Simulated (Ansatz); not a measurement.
# Bi2Te3 (Tellurobismuthite): the cost of one run

Program: Ansatz 0.2.0 through its Python package. Level of theory: DFT PBE, plane waves, PAW. These are calculated values, not measurements.

## (1) The system

It takes space group R-3m (No. 166, trigonal). The conventional cell has a = 4.386 Å, b = 4.386 Å, c = 30.497 Å, α = 90.00°, β = 90.00°, γ = 120.00°. Bi (site symmetry 3m) has 6 Te at 3.07 to 3.25 Å as nearest neighbours. Around Te (site symmetry -3m) lie 6 Bi at 3.25 Å. Around Te (site symmetry 3m) lie 3 Bi at 3.07 Å.

No structure file is read: the coordinates are typed or built in the script.

## (2) The code

bi2te3_eos.py

```python
import warnings

import ansatz as az
import numpy as np
from pymatgen.analysis.eos import EOS

vectors0 = np.array([
    [2.193, 1.266129, 10.165667],
    [-2.193, 1.266129, 10.165667],
    [0.0, -2.532258, 10.165667],
])
sites = [
    ("Bi", (0.4, 0.4, 0.4)),
    ("Bi", (0.6, 0.6, 0.6)),
    ("Te", (0.0, 0.0, 0.0)),
    ("Te", (0.2095, 0.2095, 0.2095)),
    ("Te", (0.7905, 0.7905, 0.7905)),
]


def build(cell):
    crystal = az.Crystal(lattice=az.Lattice.of(cell))
    for symbol, position in sites:
        crystal = crystal.atom(symbol, position)
    return crystal

warnings.simplefilter("ignore", az.DeckWarning)

volumes, energies, pressures = [], [], []
for scale in np.linspace(0.95, 1.07, 5):
    cell = vectors0 * scale ** (1 / 3)
    calculation = (
        build(cell).calculation()
        .functional("PBE")
        .occupations("fixed")
        .basis(500)
        .kpoints(6, 6, 6)
        .stress()
    )
    data = calculation.run().report
    volumes.append(abs(np.linalg.det(cell)) / len(sites))
    energies.append(data["free_energy_ev"] / len(sites))
    pressures.append(np.trace(data["stress_gpa"]) / 3)
    print(f"V = {volumes[-1]:8.4f} A^3/atom  F = {energies[-1]:.5f} eV/atom  P = {pressures[-1]:8.3f} GPa")

for form in ["vinet"]:
    fit = EOS(eos_name=form).fit(volumes, energies)
    print(f"{form:18s} V0 {fit.v0:8.4f} A^3/atom  B0 {fit.b0_GPa:7.1f} GPa  B1 {fit.b1:5.2f}")
```

## (3) The input behind the calls

The package turns the script's settings into the engine's input (first run):

```yaml
crystal:
  lattice:
    - [2.1558233264739877, 1.2446650399111645, 9.993334267107542]
    - [-2.1558233264739877, 1.2446650399111645, 9.993334267107542]
    - [0.0, -2.489330079822329, 9.993334267107542]
  atoms:
    - { symbol: Bi, position: [0.4, 0.4, 0.4] }
    - { symbol: Bi, position: [0.6, 0.6, 0.6] }
    - { symbol: Te, position: [0.0, 0.0, 0.0] }
    - { symbol: Te, position: [0.2095, 0.2095, 0.2095] }
    - { symbol: Te, position: [0.7905, 0.7905, 0.7905] }
basis:
  ecutwfc: 500.0
kpoints:
  mp_grid:
    grid: [6, 6, 6]
hamiltonian:
  xc: pbe
scf:
  occupations:
    method: fixed
output:
  stress: true
```

## (4) Launch

Started as:

```sh
python bi2te3_eos.py
```

What time and memory should one allow on 1 thread of Arm Neoverse V1, shared host?

About 89 s, with a peak of 0.63 GiB.
